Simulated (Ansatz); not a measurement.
# BeZn3Te4: the cost of one run

Computed with Ansatz 0.2.0 (DFT PBE, scalar-relativistic, plane waves, PAW, unless a step's input says otherwise).

2 further runs of the same task are left out: 1 that didn't finish, 1 set aside as unsound or not needed. Runs told in other sessions of the task aren't counted.

### Step 1. The starting structure

The structure is tetragonal, space group P-4m2 (No. 115). The conventional cell has a = 4.270 Å, b = 4.270 Å, c = 12.162 Å, α = 90.00°, β = 90.00°, γ = 90.00°. Be (site symmetry -4m2) has 4 Te at 2.51 Å in its first shell of neighbours. Zn (site symmetry 2mm) has 4 Te at 2.66 Å in its first shell of neighbours. Zn (site symmetry -4m2) has 4 Te at 2.66 Å in its first shell of neighbours. Around Te (site symmetry 2mm) lie 2 Be at 2.51 Å and 2 Zn at 2.66 Å. Te (site symmetry 2mm) is surrounded by 4 Zn at 2.66 Å.

Structure file:

```
CELL_PARAMETERS angstrom
4.26973 0.00000 0.00000
0.00000 4.26973 0.00000
0.00000 0.00000 12.16196
ATOMIC_POSITIONS crystal
Be 0.50000 0.50000 0.50000
Zn 0.00000 0.00000 0.74016
Zn 0.00000 0.00000 0.25984
Zn 0.50000 0.50000 0.00000
Te 0.50000 0.00000 0.60914
Te 0.00000 0.50000 0.39086
Te 0.50000 0.00000 0.12999
Te 0.00000 0.50000 0.87001
```

It is the end of an earlier relaxation with the same method, from a generated guess; it is a trial structure. At a tolerance of 0.02 Å it has space group P-4m2 (No. 115); it has 27.71 Å³/atom, an uncorrected energy of -0.42 eV/atom over the elements.

### Step 2. Static run: bands, density of states and charges

input.yaml

```yaml
crystal:
  lattice:
    - [4.2697298, 0.0, 0.0]
    - [0.0, 4.2697298, 0.0]
    - [0.0, 0.0, 12.1619625]
  atoms:
    - { symbol: Be, position: [0.5, 0.5, 0.5] }
    - { symbol: Zn, position: [0.0, 0.0, 0.740157] }
    - { symbol: Zn, position: [0.0, 0.0, 0.259843] }
    - { symbol: Zn, position: [0.5, 0.5, 0.0] }
    - { symbol: Te, position: [0.5, 0.0, 0.609144] }
    - { symbol: Te, position: [0.0, 0.5, 0.390856] }
    - { symbol: Te, position: [0.5, 0.0, 0.129992] }
    - { symbol: Te, position: [0.0, 0.5, 0.870008] }
basis:
  ecutwfc: 420
kpoints:
  mp_grid: { grid: [6, 6, 4] }
  band_path:
    path:
      - [[0.0, 0.0, 0.0], [0.0, 0.5, 0.0], [0.5, 0.5, 0.0], [0.0, 0.0, 0.0], [0.0, 0.0, 0.5], [0.0, 0.5, 0.5], [0.5, 0.5, 0.5], [0.0, 0.0, 0.5]]
      - [[0.0, 0.5, 0.0], [0.0, 0.5, 0.5]]
      - [[0.5, 0.5, 0.0], [0.5, 0.5, 0.5]]
    npoints: 14
hamiltonian:
  xc: pbe
scf:
  occupations: { method: gaussian, width: 0.02 }
  n_extra_bands: 20
output:
  forces: true
  stress: true
  eigenvalues: true
  populations: true
  dos: { projected: true, de: 0.02, nscf_kmesh: { grid: [9, 9, 6] } }
  bader: true
  write_density: true
  write_potential: true
  elf: true
  volumetric_format: npy
```

On the command line:

```console
$ ansatz run input.yaml --threads 4 --pin off --max-ram 8192MiB --backend cpu --events-out ev --progress --plain --runs-dir out
```

What time and memory should one allow on 4 threads of AMD EPYC 7R43 (Zen 3), shared host?

About 2.3 min, with a peak of 1.5 GiB.
